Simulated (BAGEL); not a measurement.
# UHF/STO-3G (density fitting with qzvpp-jkfit) run of CH2F3Si (SMILES [CH2][Si](F)(F)F)

What is the vertical ionisation energy of CH2F3Si at UHF/STO-3G (density fitting with qzvpp-jkfit)? 

The calculation is run with BAGEL 1.2.2.

### 1 The structure to begin with

The species is CH2F3Si (7 atoms), meant as a doublet with charge 0. As SMILES, `[CH2][Si](F)(F)F`. The coordinates come from a PBE0-D4/def2-TZVP relaxation.

Bond lengths: C1–Si2 1.812 Å, Si2–F3 1.577 Å, Si2–F4 1.578 Å, Si2–F5 1.577 Å, C1–H6 1.084 Å, C1–H7 1.084 Å. Angles: C1–Si2–F3 111.1°, C1–Si2–F4 112.7°, C1–Si2–F5 111.2°, F3–Si2–F4 106.8°, F3–Si2–F5 108.2°, F4–Si2–F5 106.7°, Si2–C1–H6 122.2°, Si2–C1–H7 122.2°, H6–C1–H7 115.6°.

### 2 The energy at UHF/STO-3G (density fitting with qzvpp-jkfit)

File job.json:

```json
{ "bagel": [

{
  "title": "molecule",
  "basis": "sto-3g",
  "df_basis": "qzvpp-jkfit",
  "angstrom": true,
  "geometry": [
    { "atom": "C", "xyz": [   -0.691800,    0.401700,    0.763500 ] },
    { "atom": "Si", "xyz": [    0.442900,   -0.260900,   -0.483500 ] },
    { "atom": "F", "xyz": [    0.009400,    0.178500,   -1.934200 ] },
    { "atom": "F", "xyz": [    0.495400,   -1.838000,   -0.481100 ] },
    { "atom": "F", "xyz": [    1.916900,    0.241300,   -0.236600 ] },
    { "atom": "H", "xyz": [   -1.731100,    0.616200,    0.542200 ] },
    { "atom": "H", "xyz": [   -0.380400,    0.593100,    1.784100 ] }
  ]
},
{ "title": "uhf", "nopen": 1 },
{ "title": "print", "file": "orbitals.molden", "orbitals": true }

]}
```

On the command line:

```console
$ BAGEL_NUM_THREADS=1 BAGEL job.json > job.out
```

Standard output:

```text
* using 1 threads per process

  ===============================================================
  ===============================================================

  *** Geometry ***

  { "atom" : "C", "xyz" : [     -1.307313,      0.759103,      1.442806 ] },
  { "atom" : "Si", "xyz" : [      0.836960,     -0.493030,     -0.913683 ] },
  { "atom" : "F", "xyz" : [      0.017763,      0.337316,     -3.655108 ] },
  { "atom" : "F", "xyz" : [      0.936170,     -3.473317,     -0.909147 ] },
  { "atom" : "F", "xyz" : [      3.622416,      0.455991,     -0.447109 ] },
  { "atom" : "H", "xyz" : [     -3.271305,      1.164449,      1.024610 ] },
  { "atom" : "H", "xyz" : [     -0.718852,      1.120797,      3.371460 ] },

  Number of auxiliary basis functions:      470

  Since a DF basis is specified, we compute 2- and 3-index integrals:
    o Being stored without compression. Storage requirement is 0.004 GB

  Number of basis functions:       31
  Number of electrons      :       49

    * METHOD: MOLECULE                             0.13

  *** Open-shell HF ***

  === Nuclear Repulsion ===
   252.9033893138

      * DIIS with orbital gradients will be used.

  === UHF iteration (sto-3g) ===
      0       -618.19532802          0.03340681           0.04
      1       -618.31076433          0.00588287           0.04
      2       -618.31555596          0.00157346           0.04
      3       -618.31632361          0.00052575           0.04
      4       -618.31653277          0.00005562           0.04
      5       -618.31656706          0.00001039           0.04
      6       -618.31657603          0.00000596           0.04
      7       -618.31657992          0.00000322           0.04
      8       -618.31658119          0.00000051           0.04
      9       -618.31658120          0.00000014           0.04
     10       -618.31658120          0.00000006           0.04
     11       -618.31658120          0.00000002           0.04
     12       -618.31658120          0.00000001           0.04
    * SCF iteration converged.

    * S^2 (UHF) is 0.7649

    * Permanent dipole moment:
           (    0.361744,    -0.206912,    -0.397252) a.u.

    * METHOD: UHF                                  0.60

    * METHOD: PRINT                                0.00

  ===============================================================
```

Run time: 0.9 s. Hardware: 1 thread of Arm Neoverse V2, shared host.

### 3 The singlet cation at the same level

File input.json:

```json
{ "bagel" : [

{
  "title" : "molecule",
  "basis" : "sto-3g",
  "df_basis" : "qzvpp-jkfit",
  "angstrom" : true,
  "geometry" : [
    { "atom" : "C", "xyz" : [   -0.691800,    0.401700,    0.763500 ] },
    { "atom" : "Si", "xyz" : [    0.442900,   -0.260900,   -0.483500 ] },
    { "atom" : "F", "xyz" : [    0.009400,    0.178500,   -1.934200 ] },
    { "atom" : "F", "xyz" : [    0.495400,   -1.838000,   -0.481100 ] },
    { "atom" : "F", "xyz" : [    1.916900,    0.241300,   -0.236600 ] },
    { "atom" : "H", "xyz" : [   -1.731100,    0.616200,    0.542200 ] },
    { "atom" : "H", "xyz" : [   -0.380400,    0.593100,    1.784100 ] }
  ]
},
{
  "title" : "hf",
  "charge" : 1
},
{
  "title" : "print",
  "file" : "orbitals.molden",
  "orbitals" : true
}

]}
```

On the command line:

```console
$ BAGEL_NUM_THREADS=1 BAGEL input.json > input.out
```

Standard output:

```text
* using 1 threads per process

  ===============================================================
  ===============================================================

  *** Geometry ***

  { "atom" : "C", "xyz" : [     -1.307313,      0.759103,      1.442806 ] },
  { "atom" : "Si", "xyz" : [      0.836960,     -0.493030,     -0.913683 ] },
  { "atom" : "F", "xyz" : [      0.017763,      0.337316,     -3.655108 ] },
  { "atom" : "F", "xyz" : [      0.936170,     -3.473317,     -0.909147 ] },
  { "atom" : "F", "xyz" : [      3.622416,      0.455991,     -0.447109 ] },
  { "atom" : "H", "xyz" : [     -3.271305,      1.164449,      1.024610 ] },
  { "atom" : "H", "xyz" : [     -0.718852,      1.120797,      3.371460 ] },

  Number of auxiliary basis functions:      470

  Since a DF basis is specified, we compute 2- and 3-index integrals:
    o Being stored without compression. Storage requirement is 0.004 GB

  Number of basis functions:       31
  Number of electrons      :       49

    * METHOD: MOLECULE                             0.13

  *** RHF ***

  === Nuclear Repulsion ===
   252.9033893138

      * DIIS with orbital gradients will be used.

  === RHF iteration (sto-3g) ===
      0       -617.77797303          0.02392583           0.02
      1       -617.99668926          0.00659330           0.02
      2       -618.01249708          0.00146314           0.02
      3       -618.01410575          0.00032126           0.02
      4       -618.01418803          0.00007623           0.02
      5       -618.01419289          0.00002060           0.02
      6       -618.01419327          0.00000732           0.02
      7       -618.01419332          0.00000168           0.02
      8       -618.01419332          0.00000066           0.02
      9       -618.01419332          0.00000035           0.02
     10       -618.01419332          0.00000016           0.02
     11       -618.01419332          0.00000005           0.02
     12       -618.01419332          0.00000001           0.02
     13       -618.01419332          0.00000000           0.02
    * SCF iteration converged.

    * Permanent dipole moment:
           (    2.086682,    -1.171420,    -2.299662) a.u.

    * METHOD: HF                                   0.35

    * METHOD: PRINT                                0.00

  ===============================================================
```

It took 0.64 s on 1 thread of Arm Neoverse V2, shared host.

### 4 Outcome

Level: UHF/STO-3G (density fitting with qzvpp-jkfit).

| quantity | value |
| --- | --- |
| doublet CH2F3Si: total energy | -618.31658 Eh |
| doublet CH2F3Si: dipole moment | 1.46 D |
| doublet CH2F3Si: ⟨S²⟩ | 0.765 |
| singlet cation: total energy | -618.01419 Eh |
| singlet cation: HOMO energy | -17.68 eV |
| singlet cation: LUMO energy | -6.28 eV |
| singlet cation: HOMO–LUMO gap | 11.40 eV |
| vertical ionisation energy (to the singlet cation) | 8.228 eV |

In words: The vertical ionisation energy comes to 8.23 eV (190 kcal/mol). Only the singlet of the ionised species was computed; a triplet could lie lower. In a minimal basis such a difference can be off by several eV, whatever the method.
